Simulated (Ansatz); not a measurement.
# TiCo3: the cost of one run

Method: DFT LDA, scalar-relativistic, plane waves, PAW, in Ansatz 0.2.0.

### Step 1. Starting point

It takes space group Pm-3m (No. 221, cubic). Conventional cell: a = 3.614 Å, b = 3.614 Å, c = 3.614 Å, α = 90.00°, β = 90.00°, γ = 90.00°. Ti (site symmetry m-3m) has 12 Co at 2.56 Å as nearest neighbours. Co (site symmetry 4/mmm) is surrounded by 4 Ti at 2.56 Å and 8 Co at 2.56 Å.

Structure file:

```cif
data_structure
_symmetry_space_group_name_H-M 'P 1'
_symmetry_Int_Tables_number 1
_cell_length_a 3.6140
_cell_length_b 3.6140
_cell_length_c 3.6140
_cell_angle_alpha 90.000
_cell_angle_beta 90.000
_cell_angle_gamma 90.000
_cell_volume 47.20
loop_
_atom_site_label
_atom_site_type_symbol
_atom_site_fract_x
_atom_site_fract_y
_atom_site_fract_z
_atom_site_occupancy
Ti1 Ti 0.00000 0.00000 0.00000 1
Co1 Co 0.00000 0.50000 0.50000 1
Co2 Co 0.50000 0.00000 0.50000 1
Co3 Co 0.50000 0.50000 0.00000 1
```

The cell is the deposited one, not relaxed. An earlier run on this cell at LDA gave -17.65 GPa at 11.801 Å³/atom (10×10×10 mesh), metallic, moments in the atoms' spheres Ti -0.31; Co 1.03 μB. The cell is stretched at this level. The large moments point both ways.

### Step 2. Exchange couplings, spin waves and anisotropy by the force theorem

Contents of input.yaml:

```yaml
crystal:
  lattice:
    - [3.6139989908, 0.0, 0.0]
    - [0.0, 3.6139989908, 0.0]
    - [0.0, 0.0, 3.6139989908]
  atoms:
    - { symbol: Ti, position: [0.0, 0.0, 0.0] }
    - { symbol: Co, position: [0.0, 0.5, 0.5], spin: 1.13 }
    - { symbol: Co, position: [0.5, 0.0, 0.5], spin: 1.13 }
    - { symbol: Co, position: [0.5, 0.5, 0.0], spin: 1.13 }
basis:
  ecutwfc: 420
  ecutrho_ratio: 4
kpoints:
  mp_grid: { grid: [8, 8, 8] }
  band_path:
    path:
      - [[0.0, 0.0, 0.0], [0.0, 0.5, 0.0], [0.5, 0.5, 0.0], [0.0, 0.0, 0.0], [0.5, 0.5, 0.5], [0.0, 0.5, 0.0]]
      - [[0.5, 0.5, 0.5], [0.5, 0.5, 0.0]]
    npoints: 6
hamiltonian:
  xc: lda
scf:
  occupations: { method: gaussian, width: 0.05 }
  lower_state_search: "off"
output:
  forces: true
  stress: true
  eigenvalues: true
  populations: true
  eigenstates:
    nscf_kmesh: { grid: [8, 8, 8] }
    top_band: c68
    exchange_couplings: { magnetic: [{ site: 1 }, { site: 2 }, { site: 3 }] }
    magnetocrystalline_anisotropy: {}
magnetization:
  spin_polarized: true
checkpoint:
  read: start.run
  write: ck
  compress: false
  write_wavefunctions: false
  write_every: 100000
```

The run starts from a saved state of the same cell, the folder start.run.

Started as:

```sh
$ ansatz run input.yaml --threads 4 --pin off --max-ram 9216MiB --backend cpu --events-out ev --progress --plain --runs-dir out
```

**Question.** How long does this run take on 4 threads of AMD EPYC 7R43 (Zen 3), shared host, and how much memory does it need?

About 3.1 min, with a peak of 1.2 GiB.
